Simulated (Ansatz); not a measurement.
# LiY16: the cost of one run

All numbers below are computed with Ansatz 0.2.0 (DFT LDA, plane waves, PAW, scalar-relativistic, no spin polarisation).

## (1) The starting structure

The cell holds 17 atoms (LiY16): a = 7.300 Å, b = 6.322 Å, c = 11.468 Å, α = 90.00°, β = 90.00°, γ = 90.00°.

Its coordinates follow in the input file.

## (2) End point A

The input, input.yaml:

```yaml
crystal:
  lattice:
    - [-3.65, -6.321985, 0.0]
    - [5.475, -3.160993, 0.0]
    - [0.0, 0.0, 11.4683]
  atoms:
    - { symbol: "Y", position: [0.75, 0.5, 0.0] }
    - { symbol: "Y", position: [0.5, 0.3333333, 0.25] }
    - { symbol: "Y", position: [0.75, 0.5, 0.5] }
    - { symbol: "Y", position: [0.5, 0.3333333, 0.75] }
    - { symbol: "Y", position: [0.5, 0.0, 0.0] }
    - { symbol: "Y", position: [0.25, 0.8333333, 0.25] }
    - { symbol: "Y", position: [0.5, 0.0, 0.5] }
    - { symbol: "Y", position: [0.25, 0.8333333, 0.75] }
    - { symbol: "Y", position: [0.25, 0.5, 0.0] }
    - { symbol: "Y", position: [0.0, 0.3333333, 0.25] }
    - { symbol: "Y", position: [0.25, 0.5, 0.5] }
    - { symbol: "Y", position: [0.0, 0.3333333, 0.75] }
    - { symbol: "Y", position: [0.0, 0.0, 0.0] }
    - { symbol: "Y", position: [0.75, 0.8333333, 0.25] }
    - { symbol: "Y", position: [0.0, 0.0, 0.5] }
    - { symbol: "Y", position: [0.75, 0.8333333, 0.75] }
    - { symbol: Li, position: [0.7530917, 0.8301668, 0.0628797] }
basis:
  ecutwfc: 420.0
kpoints:
  mp_grid: { grid: [3, 3, 2] }
hamiltonian:
  xc: lda
scf:
  occupations: { method: fermi_dirac, width: 0.15 }
  lower_state_search: "off"
relax:
  f_tol: 0.03
  max_steps: 60
  adjacent_minimum: "off"
```

Started as:

```bash
> ansatz run input.yaml --threads 4 --pin off --max-ram 10240MiB --backend cpu --events-out ev --progress --plain --runs-dir out
```

**Question.** How long does this run take on 4 threads of Intel Xeon Platinum 8488C (Sapphire Rapids), shared host, and how much memory does it need?

About 44 s, with a peak of 1.5 GiB.
